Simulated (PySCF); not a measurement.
# O4Tc ([TcO4]-): the cost of one run

Programs: PySCF 2.14.0, with routines of our own; each step states its level. All values are computed. Atoms count from 0.

5 further runs of the same task are left out: 3 for a basis unfit for spin-orbit shieldings, 2 for a known fault of the program.

### 1 The starting structure

5 atoms, charge -1, multiplicity 1; geometry from: GFN2-xTB.

### 2 Optimising the geometry at PBE0-D3(BJ)/def2-SVP

Job settings and geometry (Å):

```
{"job": {"xc": "PBE0", "basis": "def2-SVP", "d3": "d3bj", "grid": 1, "maxiter": 30, "kind": "geom"}, "charge": -1, "multiplicity": 1}
Tc    -0.000170    -0.000040    -0.000190
O      0.010420    -0.017610     1.666580
O      1.567960     0.010310    -0.565110
O     -0.792760     1.364880    -0.536320
O     -0.785450    -1.357540    -0.564950
```

Command:

```
OMP_NUM_THREADS=1 python heavy_run.py task.json out
```

This one command runs all jobs of the session in turn.

Q: Estimate the wall time and peak memory of this first job on 1 thread of Intel Xeon Platinum 8375C at 2.90GHz, shared host.

About 17 s, with a peak of 0.35 GiB.
